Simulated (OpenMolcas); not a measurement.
# UHF/def2-SV(P) run of CaF (SMILES [F][Ca])

What is the energy change on altering one bond length of CaF at UHF/def2-SV(P)? 

The calculation is run with OpenMolcas 26.06.

### Step 1. Starting point

CaF has 2 atoms, charge 0, and is taken as a doublet. As SMILES, `[F][Ca]`. The shape is that of a PBE0-D4/def2-TZVP optimisation.

Bond lengths: F1–Ca2 1.950 Å.

### Step 2. The energy at UHF/def2-SV(P)

File job.inp:

```
* CaF Hartree-Fock

&GATEWAY
  BASLIB=$CurrDir
  COORD
  2
  angstrom
  F        0.000000       0.000000      -0.048360
  Ca       0.000000       0.000000       1.901310
  BASIS=def2-SVP
  GROUP=NoSym

&SEWARD

&SCF
  UHF
  SPIN=2
  PRORBITALS=0
```

The basis set def2-SV(P) is read from a file made from the Basis Set Exchange's data (not shown).

The run is started by

```console
$ export MOLCAS_MEM=1860
$ pymolcas job.inp > job.log
```

Output:

```text
--- Start Module: gateway ---
[...]
--- Stop Module: gateway /rc=_RC_ALL_IS_WELL_ ---
--- Start Module: seward ---
[...]
      Basis functions           38
--- Stop Module: seward /rc=_RC_ALL_IS_WELL_ ---
[...]
--- Start Module: scf ---
[...]
       Convergence after  12 Iterations
[...]
::    Total SCF energy                               -776.0942054576
[...]
      Total spin, S                                     0.5001556597
[...]
      Total electronic charge=   29.000000
      Total            charge=   -0.000000
[...]
      Dipole Moment (debye):
      Origin of the operator (angstrom)=    0.0000    0.0000    1.2731
                   X= -1.7796E-15               Y= -1.0028E-15               Z=  3.6050E+00           Total=  3.6050E+00
      Quadrupole Moment (debye*angstrom):
[...]
--- Stop Module: scf /rc=_RC_ALL_IS_WELL_ ---
[...]
```

It took 4.5 s on 1 thread of Arm Neoverse N1, shared host; peak memory 0.37 GiB.

### Step 3. The distorted shape

File job.input:

```
* CaF Hartree-Fock

&GATEWAY
 BasLib = $CurrDir
 Coord
 2
 angstrom
 F        0.000000       0.000000      -0.535790
 Ca       0.000000       0.000000       1.901310
 Basis = def2-SVP
 Group = NoSym

&SEWARD

&SCF
 UHF
 Spin = 2
 PrOrbitals = 0
```

The basis set def2-SV(P) is read from a file made from the Basis Set Exchange's data (not shown).

The run is started by

```console
$ export MOLCAS_MEM=1860
$ pymolcas job.input > job.log
```

Output:

```text
--- Start Module: gateway ---
[...]
--- Stop Module: gateway /rc=_RC_ALL_IS_WELL_ ---
--- Start Module: seward ---
[...]
      Basis functions           38
--- Stop Module: seward /rc=_RC_ALL_IS_WELL_ ---
[...]
--- Start Module: scf ---
[...]
       Convergence after  12 Iterations
[...]
::    Total SCF energy                               -776.0573536945
[...]
      Total spin, S                                     0.5001539117
[...]
      Total electronic charge=   29.000000
      Total            charge=   -0.000000
[...]
      Dipole Moment (debye):
      Origin of the operator (angstrom)=    0.0000    0.0000    1.1160
                   X= -2.9128E-15               Y=  9.0512E-16               Z=  5.9439E+00           Total=  5.9439E+00
      Quadrupole Moment (debye*angstrom):
[...]
--- Stop Module: scf /rc=_RC_ALL_IS_WELL_ ---
[...]
```

It took 4.5 s on 1 thread of Arm Neoverse N1, shared host; peak memory 0.37 GiB.

### Step 4. Summary of results

At UHF/def2-SV(P):

| quantity | value |
| --- | --- |
| first shape: total energy | -776.09421 Eh |
| first shape: dipole moment | 3.60 D |
| first shape: HOMO energy (highest over α and β) | -5.64 eV |
| first shape: LUMO energy (lowest over α and β) | 0.16 eV |
| first shape: ⟨S²⟩ | 0.750 |
| distorted shape: total energy | -776.05735 Eh |
| distorted shape: dipole moment | 5.94 D |
| distorted shape: HOMO energy (highest over α and β) | -6.29 eV |
| distorted shape: LUMO energy (lowest over α and β) | -0.16 eV |
| distorted shape: ⟨S²⟩ | 0.750 |
| energy change with the F1–Ca2 bond stretched from 1.950 to 2.437 Å | 1.003 eV |

In words: With the F1–Ca2 bond stretched from 1.950 to 2.437 Å the energy rises by 1.00 eV (97 kJ/mol). The first shape isn't relaxed at this level, so the change isn't measured from a minimum.
